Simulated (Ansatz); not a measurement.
# AlGaH (doublet): B3LYP, r2SCANh, r2SCAN0 over a scan of the scale of all distances, 6-31G

Aim: run AlGaH (doublet) with these functionals over a scan of the scale of all distances, and hold them against the top wave-function level at the same points.

Method: 6-31G, all electrons in the functionals; program: Ansatz 0.2.0, Gaussian basis.

To be run: B3LYP, r2SCANh, r2SCAN0, at 0.871; 1.000; 1.107; 1.322; 1.516; 1.784; 1.972; 2.429.

21 further runs of the same task are left out: 2 for a known fault of the program, 12 that didn't finish, 7 set aside as unsound or not needed.

### 1 What is computed

The geometry derives from a PBE0/def2-TZVP stationary point (not a proven minimum). All distances are scaled together. No spin-orbit coupling is included. The filled d shell of Ga may be among the frozen orbitals whatever the setting's name suggests; the logs give the count.

3 atoms, charge 0, spin multiplicity 2.

Atoms are counted from 1 here; the program's logs count them from 0.

Bond lengths: Al1–Ga2 2.671 Å, Al1–H3 1.622 Å. Angles: Ga2–Al1–H3 180.0°.

No dispersion term is added. B3LYP takes the VWN-RPA correlation.

The geometry shown and the zero of energy belong to the point 1.000. The yardstick, FCI, and other wave-function levels (R restricted, U unrestricted, valence and pair active spaces) come from earlier runs.

### 2 B3LYP, 0.871

Input file in.yaml:

```yaml
crystal:
  periodic: [false, false, false]
  atoms:
    - {symbol: Al, position_ang: [0.000000, 0.000000, 0.304473]}
    - {symbol: Ga, position_ang: [0.000000, 0.000000, -2.021533]}
    - {symbol: H, position_ang: [0.000000, 0.000000, 1.717060]}
basis:
  gaussian: {orbitals: 6-31G}
magnetization: {spin_polarized: true, initial_magnetization: 1}
hamiltonian: {xc: {name: B3LYP}}
```

Launch:

```bash
> ansatz run in.yaml --threads 1 --pin off --events-out ev --progress --plain --max-ram 2393MiB
```

Further steps of the session: B3LYP, 1.000; B3LYP, 1.107; B3LYP, 1.322; B3LYP, 1.516; B3LYP, 1.784; B3LYP, 1.972; B3LYP, 2.429; r2SCANh, 0.871; r2SCANh, 1.000; r2SCANh, 1.107; r2SCANh, 1.322; r2SCANh, 1.516; r2SCANh, 1.784; r2SCANh, 1.972; r2SCANh, 2.429; r2SCAN0, 0.871; r2SCAN0, 1.000; r2SCAN0, 1.107; r2SCAN0, 1.322; r2SCAN0, 1.516; r2SCAN0, 1.784; r2SCAN0, 1.972; r2SCAN0, 2.429.

**Question.** What will the summary of the whole plan be? Wanted: span of the FCI curve; largest miss, B3LYP; largest miss, r2SCANh; largest miss, r2SCAN0.

As calculated:

```
             quantity                   value
span of the FCI curve           67.7 kcal/mol
  largest miss, B3LYP  +17.1 kcal/mol (2.429)
largest miss, r2SCANh  +21.7 kcal/mol (1.784)
largest miss, r2SCAN0  +20.8 kcal/mol (1.784)
```

**Reading.** Of the functionals, B3LYP keep the smallest largest miss at the points compared (at most 17.1 kcal/mol) and r2SCANh strays most (21.7 kcal/mol, at 1.784). B3LYP, r2SCANh, r2SCAN0 clearly break the spin symmetry at some points (⟨S²⟩ up to 0.86 above the pure value), so energy there is bought with a mixed spin. Functionals and the yardstick converge differently with the basis, so part of each miss in 6-31G is the basis.
